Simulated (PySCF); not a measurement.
# Lu(SH)3: other functionals and bases at one geometry

One table from this session's results is given with a row withheld; the runs are named, their logs left out.

Computed with PySCF 2.14.0. Level: several levels, as the steps say, no spin–orbit coupling.

1 further run of the same task is left out (for a known fault of the program).

## The system as given

7 atoms, charge 0, spin multiplicity 1.

Bond lengths: Lu1–S2 2.523 Å, Lu1–S4 2.523 Å, Lu1–S6 2.523 Å, S2–H3 1.355 Å, S4–H5 1.355 Å, S6–H7 1.355 Å. Angles: S2–Lu1–S4 120.0°, S2–Lu1–S6 120.0°, S4–Lu1–S6 120.0°, Lu1–S2–H3 93.6°, Lu1–S4–H5 93.6°, Lu1–S6–H7 93.6°.

Coordinates:

```xyz
7

Lu    0.00000    0.00000    0.84381
S     2.48471   -0.43780    0.85384
H     2.80277    0.87863    0.90483
S    -0.86320    2.37072    0.85384
H    -2.16230    1.98796    0.90483
S    -1.62150   -1.93292    0.85384
H    -0.64047   -2.86659    0.90483
```

Formal oxidation states: Lu +3. Each metal's 14 4f electrons lie in its core potential, so multiplicities, spins and levels count the valence alone. An earlier session relaxed this geometry at PBE0, Lu lcecp-1-SVP with ECP60, S def2-SVP, H def2-SVP (singlet, point group C3).

At PBE0 on the finer grid: E = -1235.728795 Eh, HOMO -7.57 eV, LUMO -2.41 eV, Mulliken charge on Lu1 +0.78 e, largest force component 0.009 eV/Å. 

Levels to run: wB97X; B3LYP; PBE0, TZVP. Hardware: 2 threads of Arm Neoverse V1, shared host.

The first run:

Contents of run.py (the lines that set the calculation):

```python
mol = gto.M(atom='''
Lu     0.00000     0.00000     0.84381
S      2.48471    -0.43780     0.85384
H      2.80277     0.87863     0.90483
S     -0.86320     2.37072     0.85384
H     -2.16230     1.98796     0.90483
S     -1.62150    -1.93292     0.85384
H     -0.64047    -2.86659     0.90483''',
    basis={'Lu': 'lcecp-1-SVP', 'S': 'def2-SVP', 'H': 'def2-SVP'},
    ecp={'Lu': 'lcecp-1-SVP'},
    charge=0, spin=0)
mf = dft.RKS(mol, xc='WB97X')
mf.grids.atom_grid = (75, 302)  # f atoms: unpruned, at least (60, 302)
mf = mf.density_fit()  # fitting sets: Lu AutoAux, S def2-universal-JKFIT, H def2-universal-JKFIT
mf.conv_tol = 1e-08; mf.max_cycle = 55
mf.kernel(dm0)  # dm0: the density of the relaxed state
```

The run is started by

```bash
$ OMP_NUM_THREADS=2 python run.py
```

Among the steps run: wB97X; B3LYP; PBE0, TZVP.

One table of the session follows, with a row left open; its other results are not shown here.

```
              level  HOMO (eV)  gap (eV)  charge on Lu1 (e)  dipole (D)  largest force component (eV/Å)
PBE0 (relaxed here)      -7.57      5.16               0.78        0.03                            0.01
              wB97X      -9.95      9.24               0.78        0.03                            0.13
              B3LYP          ?         ?                  ?           ?                               ?
         PBE0, TZVP      -7.62      5.22               1.21        0.01                            0.21
```

Estimate the missing values for B3LYP.

**Answer.** HOMO (eV): -7.26; gap (eV): 4.56; charge on Lu1 (e): 0.68; dipole (D): 0.02; largest force component (eV/Å): 0.18. In the column «HOMO (eV)» it is the highest.

In one basis the HOMO–LUMO gap runs from 4.56 eV (B3LYP) to 9.24 eV (wB97X). The largest leftover force, 0.21 eV/Å with PBE0, TZVP, stands at a geometry relaxed at another level. With 4f in the core, its levels are missing from HOMO and gap, and its count is fixed, so no charge can pass from the ligands into it. Total energies of different levels can't be compared.
